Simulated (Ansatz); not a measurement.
# Ta2ReBi2 (element-swapped structure): how the settings move a single-point run

Question: which choices in the input matter for Ta2ReBi2 (element-swapped structure)?

Method: reference: DFT PBE, plane waves, PAW, scalar-relativistic, no spin polarisation, in Ansatz 0.2.0.

2 further runs of the same task are left out: 1 for a known fault of the program, 1 set aside as unsound or not needed.

## (1) The starting structure

The structure is trigonal, space group R-3m (No. 166). Conventional cell: a = 3.850 Å, b = 3.850 Å, c = 26.817 Å, α = 90.00°, β = 90.00°, γ = 120.00°. Bi (site symmetry 3m) is surrounded by 3 Ta at 2.70 Å and 3 Re at 2.82 Å. Ta (site symmetry 3m) is surrounded by 3 Bi at 2.70 Å. Around Re (site symmetry -3m) lie 6 Bi at 2.82 Å.

Coordinates:

```xyz
5
Lattice="3.8499 0.0000 0.0000 -1.9250 3.3342 0.0000 -1.9250 1.1114 8.9390" Properties=species:S:1:pos:R:3 pbc="T T T"
Bi    0.0000    2.2228    1.7358
Bi    0.0000    2.2228    7.2032
Ta   -1.9250    3.3342    5.6745
Ta    1.9250    1.1114    3.2645
Re    0.0000    0.0000    0.0000
```

## (2) Baseline

input.yaml reads:

```yaml
crystal:
  lattice:
    - [3.849943, 0.0, 0.0]
    - [-1.924971, 3.334154, 0.0]
    - [-1.924971, 1.111385, 8.939019]
  atoms:
    - { symbol: Bi, position: [0.39806, 0.60194, 0.19418] }
    - { symbol: Bi, position: [0.60194, 0.39806, 0.80582] }
    - { symbol: Ta, position: [0.2116, 0.7884, 0.6348] }
    - { symbol: Ta, position: [0.7884, 0.2116, 0.3652] }
    - { symbol: Re, position: [0.0, 0.0, 0.0] }
  symmetry: { tolerance: 0.0003 }
kpoints:
  mp_grid: { grid: [5, 5, 5], shift: [0, 0, 0] }
magnetization:
  spin_polarized: false
scf:
  occupations: { method: fermi_dirac, width: 0.0654 }
hamiltonian:
  pseudopotentials: { kind: paw }
  xc: pbe
basis:
  ecutwfc: 420
output:
  forces: true
  stress: true
  eigenvalues: true
```

Command:

```sh
$ ansatz run input.yaml --threads 1 --pin off --max-ram 2560MiB --backend cpu --events-out ev --progress --plain --runs-dir out
```

## (3) Changed: lower_state_search light, xc lda

input.yaml: that of step 2 with these lines changed.

```diff
@@ -18,5 +18,6 @@
   occupations: { method: fermi_dirac, width: 0.0654 }
+  lower_state_search: light
 hamiltonian:
   pseudopotentials: { kind: paw }
-  xc: pbe
+  xc: lda
 basis:
@@ -27 +28,5 @@
   eigenvalues: true
+  write_density: true
+  write_potential: true
+  elf: true
+  volumetric_format: npy
```

## (4) Changed: symmetry.detect false, tolerance left out

input.yaml: that of step 2 with these lines changed.

```diff
@@ -11,3 +11,3 @@
     - { symbol: Re, position: [0.0, 0.0, 0.0] }
-  symmetry: { tolerance: 0.0003 }
+  symmetry: { detect: false }
 kpoints:
```

Before running it: what results should come out? Wanted: for each run, ending; energy change; pressure; gap; force.

The runs gave:

| run | ending | energy change | pressure (GPa) | gap (eV) | force (eV/Å) | cycles | time |
| --- | --- | --- | --- | --- | --- | --- | --- |
| reference | converged | 0 | 3.9 | 0.00 | 5.31 | 7 | 4 s |
| 1: lower_state_search light, xc lda | converged | not comparable | -3.7 | 0.00 | 4.90 | 8 | 5.6 s |
| 2: symmetry.detect false, tolerance left out | converged | 0.0 meV/atom | 3.9 | 0.00 | 5.31 | 8 | 21 s |

Times don't compare one to one where runs were asked for different outputs or read a saved state (see the inputs); cycles may leave out searches for a lower state.

Residual by cycle in the longest SCF loop of each run; runs are numbered as in the table. The quantity is the density residual dr2, in eV.

| cycle | reference | run 1 | run 2 |
| --- | --- | --- | --- |
| 1 | 0.272 | 0.418 | 0.272 |
| 2 | 0.117 | 0.158 | 0.117 |
| 3 | 0.00149 | 0.00188 | 0.00149 |
| 4 | 3.2e-4 | 9.6e-5 | 3.1e-4 |
| 5 | 1.3e-5 | 1.4e-5 | 1.3e-5 |
| 6 | 1.0e-6 | 1.4e-6 | 1.1e-6 |
| 7 | 8.4e-8 | 1.7e-7 | 1.0e-7 |
| 8 | - | 7.8e-9 | 1.7e-8 |

**Reading.** «symmetry.detect false, tolerance left out» leaves the energy as it was. The pressure spans -3.7 to 3.9 GPa over the reference and the converged variants.

The reference is no final answer either: it is run without spin, though an odd electron count or open d shells could carry moments; its mesh is coarse for a cell with so small a gap or none; the cell is far from equilibrium (4 GPa, forces up to 5.3 eV/Å), so its values aren't those of the relaxed material; the structure is made up and not relaxed.
